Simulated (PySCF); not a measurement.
**AsH3: structure of the singlet**

Aim: relax AsH3 as a singlet from a trigonal pyramidal start, check by its vibrations whether the end is a minimum, and collect its spectrum and constants.

Program: PySCF 2.14.0. Level of theory: PBE, basis As def2-TZVP, H def2-TZVP, no relativity, density fitting. These are calculated values, not measurements.

## Step 1: Where the work starts

4 atoms, charge 0, spin multiplicity 1.

Bond lengths: As1–H2 1.530 Å, As1–H3 1.530 Å, As1–H4 1.530 Å. Angles: H2–As1–H3 99.8°, H2–As1–H4 99.8°, H3–As1–H4 99.7°.

Z-matrix (Å, degrees; charge 0 multiplicity 1):
```
As
H  1 1.5300
H  1 1.5300 2 99.75
H  1 1.5300 2 99.75 3 -101.76
```

## Step 2: Finding the electronic state

The steps below are one call of a driver around PySCF. For each, scf.py gives the equivalent set-up of the SCF; relaxations use the driver's own optimiser. After this first run the driver tries any further starts and a stability analysis.

scf.py reads:

```python
from pyscf import gto, scf, dft
mol = gto.M(atom='''
As     0.000000     0.000000     0.000000
H      1.350900     0.000000     0.718300
H     -0.675500     1.169900     0.718300
H     -0.675500    -1.169900     0.718300''',
    basis={'As': 'def2-TZVP', 'H': 'def2-TZVP'},
    charge=0, spin=0)
mf = dft.RKS(mol, xc='PBE')
mf.grids.atom_grid = (50, 194)
aux = {'As': 'def2-universal-JKFIT', 'H': 'def2-universal-JKFIT'}
mf = mf.density_fit(auxbasis=aux)
mf.conv_tol = 1e-08
mf.diis_space = 10
mf.max_cycle = 60
mf.init_guess = 'minao'
mf.verbose = 4
mf.kernel()
```

Run with:

```console
> OMP_NUM_THREADS=2 python axn.py task.json out
```

Output:

```text
init E= -2236.45156571018
  HOMO = -0.271371492524403  LUMO = -0.0315519444564496  gap/eV = 6.52582
cycle= 1 E= -2237.2954304516  delta_E= -0.844  |g|= 0.493  |ddm|= 1.44
  HOMO = -0.213406243286135  LUMO = -0.0011430066731597  gap/eV = 5.77598
cycle= 2 E= -2237.29847168983  delta_E= -0.00304  |g|= 0.47  |ddm|= 0.419
  HOMO = -0.221277281857499  LUMO = -0.00147017838116432  gap/eV = 5.98126
cycle= 3 E= -2237.3119552384  delta_E= -0.0135  |g|= 0.0303  |ddm|= 0.176
  HOMO = -0.227891534360726  LUMO = -0.00477518789308595  gap/eV = 6.07131
cycle= 4 E= -2237.31215857491  delta_E= -0.000203  |g|= 0.00731  |ddm|= 0.0487
  HOMO = -0.22737479749819  LUMO = -0.00495825118217206  gap/eV = 6.05226
cycle= 5 E= -2237.31217573082  delta_E= -1.72e-05  |g|= 0.00156  |ddm|= 0.0102
  HOMO = -0.227423515546231  LUMO = -0.00481434024043571  gap/eV = 6.05750
cycle= 6 E= -2237.31217669  delta_E= -9.59e-07  |g|= 0.000183  |ddm|= 0.0017
  HOMO = -0.227393776544713  LUMO = -0.00480688968777585  gap/eV = 6.05690
cycle= 7 E= -2237.3121767002  delta_E= -1.02e-08  |g|= 1.14e-05  |ddm|= 0.000195
  HOMO = -0.227392355984196  LUMO = -0.00480681503392716  gap/eV = 6.05686
cycle= 8 E= -2237.31217670025  delta_E= -4.37e-11  |g|= 1.36e-06  |ddm|= 2.13e-05
  HOMO = -0.227392159099566  LUMO = -0.00480652218932007  gap/eV = 6.05686
Extra cycle  E= -2237.31217670025  delta_E= -4.55e-12  |g|= 5.3e-07  |ddm|= 2.69e-06
converged SCF energy = -2237.31217670025
```

This step, with its further starts and checks, needed 3.7 s of wall time on 2 threads of Arm Neoverse V1, shared host.

The test of internal stability found no lower closed-shell solution.

## Step 3: Relaxation: trigonal pyramidal start, singlet

The program finds C3v symmetry in the start, which this walk keeps.

Changes to scf.py since step 2:

```diff
@@ -3,4 +3,4 @@
-As     0.000000     0.000000     0.000000
-H      1.350900     0.000000     0.718300
-H     -0.675500     1.169900     0.718300
-H     -0.675500    -1.169900     0.718300''',
+As     0.000000    -0.000000    -0.027863
+H      1.350898    -0.000000     0.690459
+H     -0.675465     1.169921     0.690427
+H     -0.675465    -1.169921     0.690427''',
@@ -16 +15,0 @@
-mf.init_guess = 'minao'
```

Energy and gradient, step by step:

| step | energy (Eh) | change (kJ/mol) | largest symmetric gradient (Eh/bohr) |
| --- | --- | --- | --- |
| 0 | -2237.312177 | 0.00 | 0.02391 |
| 1 | -2237.316750 | -12.01 | 0.00535 |
| 2 | -2237.316816 | -12.18 | 0.00049 |
| 3 | -2237.316819 | -12.19 | 0.00012 |

The walk took 2.6 s.

Positions (Å) and forces (eV/Å) along the way:

```
step 0
As   0.000   0.000  -0.028   0.000   0.000  -1.230
H    1.351   0.000   0.690  -0.244   0.000   0.410
H   -0.675   1.170   0.690   0.122  -0.211   0.410
H   -0.675  -1.170   0.690   0.122   0.211   0.410
step 1
As   0.000   0.000  -0.152   0.001   0.000   0.275
H    1.266   0.000   0.732  -0.080   0.000  -0.093
H   -0.633   1.096   0.732   0.039  -0.070  -0.091
H   -0.633  -1.096   0.732   0.039   0.070  -0.091
step 2
As   0.000   0.000  -0.140   0.001   0.000   0.020
H    1.269   0.000   0.728  -0.025   0.000  -0.008
H   -0.634   1.099   0.728   0.012  -0.023  -0.006
H   -0.634  -1.099   0.728   0.012   0.023  -0.006
step 3
As   0.000   0.000  -0.141   0.001   0.000   0.003
H    1.267   0.000   0.728  -0.005   0.000  -0.002
H   -0.633   1.097   0.728   0.002  -0.006   0.000
H   -0.633  -1.097   0.728   0.002   0.006   0.000
```

End point (C3v, 3 steps, 12.2 kJ/mol gained): As–H 1.536 Å (×3); H–As–H 91.2° (×3).

## Step 4: Is it a minimum? Harmonic modes

The point is checked on the finer grid, and tightened if its gradient asks for it. The Hessian and the dipole derivatives come from central differences of analytic gradients, with steps of 0.02 bohr.

Changes to scf.py since step 3:

```diff
@@ -3,4 +3,4 @@
-As     0.000000    -0.000000    -0.027863
-H      1.350898    -0.000000     0.690459
-H     -0.675465     1.169921     0.690427
-H     -0.675465    -1.169921     0.690427''',
+As     0.000001    -0.000000    -0.034272
+H      1.266057     0.000000     0.835098
+H     -0.633049     1.096449     0.835068
+H     -0.633049    -1.096449     0.835068''',
@@ -10 +10 @@
-mf.grids.atom_grid = (50, 194)
+mf.grids.atom_grid = (75, 302)
@@ -13 +13 @@
-mf.conv_tol = 1e-08
+mf.conv_tol = 1e-10
```

This SCF starts from the last density.

SCF at the final geometry:

```text
init E= -2237.31677103796
  HOMO = -0.248368434532049  LUMO = -0.0100235936729403  gap/eV = 6.48569
cycle= 1 E= -2237.31677103796  delta_E= -9.09e-13  |g|= 3.9e-06  |ddm|= 6.52e-06
  HOMO = -0.248369273213314  LUMO = -0.010023973300895  gap/eV = 6.48571
Extra cycle  E= -2237.31677103796  delta_E= -9.09e-13  |g|= 6.06e-06  |ddm|= 9.21e-06
converged SCF energy = -2237.31677103796
```

The whole step took 9.9 s.

Geometry: C3v; As–H 1.536 Å (×3); H–As–H 91.1° (×3).

Harmonic modes (main isotopes):

```csv
symmetry,ω (cm⁻¹),IR (km/mol),type
a1,896,19.8,bend
e,981,16.3,bend
a1,2125,69.3,stretch
e,2142,189,stretch
```

Every mode is real; the point is a minimum.

Constants and moments:

```yaml
Dipole_moment: 0.25 D
Highest_occupied_level: -6.76 eV
Lowest_empty_level: -0.27 eV
Rotational_constants: 3.649, 3.649, 3.478 cm⁻¹
Zero-point_energy: 55.4 kJ/mol
Principal_polarisabilities: 32.6, 33.0, 33.0 bohr³
Atomisation_energy_without_zero-point_energy: 912 kJ/mol
Principal_traceless_quadrupole_moments_about_the_centre_of_mass: -1.73, 0.87, 0.87 D Å
Entropy_at_298.15_K_and_1_bar: 223.3 J/(mol K)
Heat_capacity_Cp_at_298.15_K: 38.8 J/(mol K)
Enthalpy_at_298.15_K_above_0_K: 10.27 kJ/mol
Rotational_symmetry_number: 3
```

Charges (e) and bond orders:

```csv
atom,Mulliken,Löwdin,polar tensor,Mayer order to As1
As1,-0.19,0.06,0.38,–
"H2,3,4",0.06,-0.02,-0.13,0.97
```

Mulliken populations on As1: s 7.82, p 15.25, d 10.11, f 0.01.

## Step 5: What came out

```
                                 quantity                                   value
                                  minimum                            singlet, C3v
                                 geometry    As–H 1.536 Å (×3); H–As–H 91.1° (×3)
                       wavenumbers (cm⁻¹)  896 (a1), 981 (e), 2125 (a1), 2142 (e)
                            dipole moment                                  0.25 D
     highest occupied, lowest empty level                         -6.76, -0.27 eV
               polar-tensor charge of As1                                 +0.38 e
                        zero-point energy                             55.4 kJ/mol
                      entropy at 298.15 K                         223.3 J/(mol K)
atomisation energy (no zero-point energy)                              912 kJ/mol
```

The trigonal pyramidal start keeps its C3v symmetry and ends in a minimum. In the infrared the band at 2142 cm⁻¹ (e, stretch) leads. Only this shape and spin were tried, so other structures or states may lie lower.

The search up to here took 16 s.
